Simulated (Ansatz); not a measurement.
**CF₂I+ (SMILES F[C+](F)I): single points off equilibrium**

The atoms stand at a structure displaced at random from a GFN2-xTB minimum. How far do the functionals agree with CCSD(T) there?

The runs use Ansatz 0.2.0, Gaussian basis; single points in def2-TZVPP.

Correlated methods freeze the cores. Filled d shells of the heavier atoms are correlated. Core potentials replace the inner electrons past krypton, and spin-orbit coupling is left out.

**1. The system as given**

SMILES `F[C+](F)I`, 4 atoms, charge 1, spin multiplicity 1.

Atoms are counted from 1 here; the program's logs count them from 0.

Bond lengths: F1–C2 1.221 Å, C2–F3 1.220 Å, C2–I4 2.002 Å. Angles: F1–C2–F3 114.4°, F1–C2–I4 123.3°, F3–C2–I4 121.4°.

As a file:

```xyz
4
CF2I
F    -0.2915    0.2594    1.2431
C     0.1001   -0.0258    0.1225
F     0.8234   -1.0065    0.0750
I    -0.6233    0.8191   -1.5418
```

**2. CCSD(T)/def2-TZVPP**

Input file run/in.yaml:

```yaml
crystal:
  periodic: [false, false, false]
  atoms:
    - {symbol: F, position_ang: [-0.291500, 0.259400, 1.243100]}
    - {symbol: C, position_ang: [0.100100, -0.025800, 0.122500]}
    - {symbol: F, position_ang: [0.823400, -1.006500, 0.075000]}
    - {symbol: I, position_ang: [-0.623300, 0.819100, -1.541800]}
basis:
  gaussian: {orbitals: def2-TZVPP}
total_charge: 1
correlation: {method: ccsd_t}
output: {forces: true}
```

The command line of these runs was not kept.

**3. PBE0-D4/def2-TZVPP**

run/in.yaml, as its differences from that of step 2:

```diff
@@ -10,3 +10,3 @@
 total_charge: 1
-correlation: {method: ccsd_t}
-output: {forces: true}
+hamiltonian: {xc: pbe0, dispersion: d4}
+output: {forces: true, orbitals: {seedname: orbitals}}
```

**4. wB97M-V/def2-TZVPP**

run/in.yaml, as its differences from that of step 3:

```diff
@@ -10,3 +10,3 @@
 total_charge: 1
-hamiltonian: {xc: pbe0, dispersion: d4}
-output: {forces: true, orbitals: {seedname: orbitals}}
+hamiltonian: {xc: {name: wB97M-V}}
+output: {forces: true}
```

**5. r2SCAN-D4/def2-TZVPP**

run/in.yaml, as its differences from that of step 4:

```diff
@@ -10,3 +10,3 @@
 total_charge: 1
-hamiltonian: {xc: {name: wB97M-V}}
+hamiltonian: {xc: r2scan, dispersion: d4}
 output: {forces: true}
```

**6. PBE-D4/def2-TZVPP**

run/in.yaml, as its differences from that of step 5:

```diff
@@ -10,3 +10,3 @@
 total_charge: 1
-hamiltonian: {xc: r2scan, dispersion: d4}
+hamiltonian: {xc: pbe, dispersion: d4}
 output: {forces: true}
```

**7. B97M-V/def2-TZVPP**

run/in.yaml, as its differences from that of step 6:

```diff
@@ -10,3 +10,3 @@
 total_charge: 1
-hamiltonian: {xc: pbe, dispersion: d4}
+hamiltonian: {xc: {name: B97M-V}}
 output: {forces: true}
```

**8. BLYP-D4/def2-TZVPP**

run/in.yaml, as its differences from that of step 7:

```diff
@@ -10,3 +10,3 @@
 total_charge: 1
-hamiltonian: {xc: {name: B97M-V}}
+hamiltonian: {xc: {name: BLYP}, dispersion: d4}
 output: {forces: true}
```

(Steps that only read results are left out.)

Q: Predict the outcome of this session. Wanted: energy less free atoms, CCSD(T)/def2-TZVPP; RMS force component; RMS force error; HOMO and LUMO, PBE0-D4; T1 diagnostic.

As calculated:

| quantity | value |
| --- | --- |
| energy less free atoms, CCSD(T)/def2-TZVPP | -361.9 kJ/mol |
| RMS force component | 1.225 to 1.906 eV/Å over the methods |
| RMS force error | PBE0-D4 0.184, wB97M-V 0.100, r2SCAN-D4 0.055, PBE-D4 0.393, B97M-V 0.132, BLYP-D4 0.563 eV/Å |
| HOMO and LUMO, PBE0-D4 | -14.63 and -9.44 eV |
| T1 diagnostic | 0.017 |

**Reading.** Against CCSD(T) the functionals' energies less atoms differ by -164.1 to -48.5 kJ/mol, PBE-D4 by -164.1 kJ/mol. A larger basis would deepen the CCSD(T) value, while the functionals are nearly converged already, so the order here is not reliable. For forces r2SCAN-D4 does best and BLYP-D4 worst. Frozen-core CCSD(T) forces in triple zeta carry basis errors of their own, and this is one geometry, so small gaps rank nothing.
